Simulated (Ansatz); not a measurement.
# SiAs+ (triplet): wave-function methods side by side, cc-pVTZ

One table from this session's results is given with a row withheld; the runs are named, their logs left out.

The runs use Ansatz 0.2.0, Gaussian basis; cc-pVTZ, core rule «outside noble gas», up to 19 orbitals frozen.

To be run: UHF; CCSD(T) on ROHF; CCSD(T) on UHF; BCCD(T) on ROHF; CISD as a restricted active space (open shells left free, so some higher excitations enter); CCSDT(Q) on ROHF; CCSDT(Q) on UHF; CASSCF and MRCISD+Q, 8 electrons in 8 orbitals; CASSCF and NEVPT2, 8 electrons in 8 orbitals.

6 further runs of the same task are left out: 6 set aside as unsound or not needed. Runs told in other sessions of the task aren't counted.

### The geometry

The geometry is a PBE0/def2-TZVP stationary point (not a proven minimum) of the parent state, kept for this charge and spin. No spin-orbit coupling is included. The filled d shell of As may be among the frozen orbitals whatever the setting's name suggests.

2 atoms, charge 1, spin multiplicity 3.

Atoms are counted from 1 here; the program's logs count them from 0.

Bond lengths: Si1–As2 2.340 Å.

Set-up of the first run:

The input, in.yaml:

```yaml
crystal:
  periodic: [false, false, false]
  atoms:
    - {symbol: Si, position_ang: [0.000000, 0.000000, 0.000000]}
    - {symbol: As, position_ang: [0.000000, 0.000000, 2.339600]}
basis:
  gaussian: {orbitals: cc-pVTZ}
total_charge: 1
magnetization: {spin_polarized: true, initial_magnetization: 2}
hamiltonian: {xc: hf}
output: {orbitals: {seedname: orbitals}}
```

Command:

```
$ ansatz run in.yaml --threads 1 --pin off --events-out ev --progress --plain --max-ram 2393MiB
```

Among the steps run: UHF; CCSD(T) on ROHF; CCSD(T) on UHF; BCCD(T) on ROHF; CISD as a restricted active space (open shells left free, so some higher excitations enter); CCSDT(Q) on ROHF; CCSDT(Q) on UHF; CASSCF and MRCISD+Q, 8 electrons in 8 orbitals; CASSCF and NEVPT2, 8 electrons in 8 orbitals.

One table of the session follows, with a row left open; its other results are not shown here.

```
          method  from UCCSDT(Q) (kJ/mol)
            ROHF                   +521.5
             UHF                   +509.3
            RMP2                   +111.6
            UMP2                   +114.6
            CISD                    +63.3
           RCCSD                    +31.6
           UCCSD                    +30.5
        RCCSD(T)                     +6.7
        UCCSD(T)                        ?
         BCCD(T)                     +6.7
          RCCSDT                     +2.3
          UCCSDT                     +1.6
       RCCSDT(Q)                     +0.7
       UCCSDT(Q)                        0
  CASSCF valence                   +371.8
  NEVPT2 valence                    +88.6
  MRCISD valence                    +33.7
MRCISD+Q valence                     +6.4
```

Q: Estimate the row for UCCSD(T) from the others.

**Answer.** from UCCSDT(Q) (kJ/mol): +6.2. In the column «from UCCSDT(Q) (kJ/mol)» it lies between RCCSDT (+2.3) and MRCISD+Q valence (+6.4).

Limits of these values: Restricted and unrestricted rows rest on different reference determinants; a gap between their highest levels can come from leftover correlation error, from unlike frozen cores or from another state.
